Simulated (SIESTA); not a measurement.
A run of SIESTA 5.4.2 is set up as follows.

InRu3.fdf

```
SystemName                      InRu3
SystemLabel                     InRu3
NumberOfSpecies                 2
NumberOfAtoms                   8
%block ChemicalSpeciesLabel
  1  49 In
  2  44 Ru
%endblock ChemicalSpeciesLabel

LatticeConstant                 1.0 Ang
%block LatticeVectors
     5.6282079542     0.0000000000     0.0000000000
    -2.8141039771     4.8741710661     0.0000000000
     0.0000000000     0.0000000000     4.5330020000
%endblock LatticeVectors
AtomicCoordinatesFormat         Fractional
%block AtomicCoordinatesAndAtomicSpecies
     0.3333333333     0.6666666667     0.7500000000  1  In
     0.6666666667     0.3333333333     0.2500000000  1  In
     0.8347579950     0.1652420050     0.7500000000  2  Ru
     0.3304840100     0.1652420050     0.7500000000  2  Ru
     0.8347579950     0.6695159900     0.7500000000  2  Ru
     0.1652420050     0.8347579950     0.2500000000  2  Ru
     0.6695159900     0.8347579950     0.2500000000  2  Ru
     0.1652420050     0.3304840100     0.2500000000  2  Ru
%endblock AtomicCoordinatesAndAtomicSpecies

%block kgrid.MonkhorstPack
    6   0   0  0.0
    0   6   0  0.0
    0   0   6  0.0
%endblock kgrid.MonkhorstPack
XC.Functional                   GGA
XC.Authors                      PBEsol
PAO.BasisSize                   DZP
PAO.EnergyShift                 0.003 Ry
Mesh.Cutoff                     800 Ry
OccupationFunction              FD
ElectronicTemperature           0.05 eV
MaxSCFIterations                120
SCF.MustConverge                false
SCF.Mixer.Method                Pulay
SCF.Mixer.Weight                0.25
SCF.Mixer.History               8
SCF.DM.Tolerance                5.0e-05
SCF.H.Tolerance                 1.0e-03 eV
WriteForces                     true
Charge.Mulliken                 end
Charge.Hirshfeld                end
Charge.Voronoi                  end
SaveRho                         true
SaveElectrostaticPotential      true
%block PAO.Basis
  In 4
  n=5 0 2
    6.955 0.000
  n=5 1 2
    9.500 0.000
  n=4 2 2
    4.114 0.000
  n=5 2 1
    9.500
  Ru 5
  n=4 0 2
    3.003 0.000
  n=5 0 2
    8.548 0.000
  n=4 1 2
    3.442 0.000
  n=5 1 1
    8.548
  n=4 2 2
    5.925 0.000
%endblock PAO.Basis
```

Potentials or basis: PseudoDojo 0.4 standard (PBEsol files), DZP (energy shift 0.003 Ry; two zetas on semicore shells).

Launch:

```sh
$ siesta < InRu3.fdf > InRu3.out 2>&1
```

What does it give for the Hirshfeld charges?

In -0.03; Ru +0.01 e.

Predict the band gap on the k mesh.

none (metal or under the smearing width).

Predict the Voronoi charges.

In +0.03; Ru -0.01 e.

Stress tensor (GPa, compression positive):
```
-7.61  0.00  0.00
 0.00 -7.61  0.00
 0.00  0.00 -7.46
```

Caveat: the basis of atomic orbitals isn't converged, which shifts pressures, moduli and gaps.
